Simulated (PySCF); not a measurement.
# C9H14O2: the cost of one run

The runs use PySCF 2.14.0, with density-fitted response routines of our own; the level of theory stands in each step. All values are computed, except where a source is named. Atoms are numbered from 0 throughout.

### Step 1. The molecule as given

25 atoms, charge 0, multiplicity 1; geometry from: GFN2-xTB.

Bonds of the start (Å): O0–C1 1.41, C1–C2 1.46, C2–C3 1.20, C3–C4 1.46, C4–O5 1.42, C4–C6 1.53, C6–C7 1.52, C7–C8 1.53, C8–C9 1.53, C9–C10 1.52, C10–C4 1.54, O0–H11 0.96, C1–H12 1.09, C1–H13 1.10, O5–H14 0.96, C6–H15 1.09, C6–H16 1.09, C7–H17 1.09, C7–H18 1.09, C8–H19 1.09, C8–H20 1.09, C9–H21 1.09, C9–H22 1.09, C10–H23 1.09, C10–H24 1.09.

### Step 2. Optimising the geometry at PBE0-D3(BJ)/def2-SVP

Job settings and geometry (Å):

```
{"job": {"xc": "PBE0", "basis": "def2-SVP", "d3": "d3bj", "grid": 1, "kind": "geom"}, "charge": 0, "multiplicity": 1}
O      3.989690     0.232720     0.863010
C      2.799820     0.779740     1.394080
C      1.615650     0.357180     0.661290
C      0.682840    -0.002160    -0.002250
C     -0.414580    -0.496630    -0.834190
O      0.115050    -1.179680    -1.964350
C     -1.246490     0.673490    -1.375170
C     -1.945120     1.422590    -0.246490
C     -2.833590     0.478290     0.557550
C     -2.007880    -0.674310     1.120250
C     -1.310970    -1.433340    -0.003940
H      4.020430     0.417450    -0.082270
H      2.745290     0.428210     2.429510
H      2.845290     1.881550     1.398040
H      0.664000    -1.908500    -1.654470
H     -0.588810     1.340710    -1.934410
H     -1.979860     0.261310    -2.070590
H     -1.193270     1.862660     0.412780
H     -2.543990     2.233420    -0.665120
H     -3.312800     1.022900     1.373180
H     -3.619270     0.080500    -0.088920
H     -2.649890    -1.358410     1.678920
H     -1.254060    -0.281170     1.806460
H     -2.052010    -1.870450    -0.677340
H     -0.704270    -2.244270     0.409460
```

**Question.** How long does this first job take on 8 threads of Intel Xeon at 2.50GHz (Skylake/Cascade Lake), shared host?

About 4.3 min.
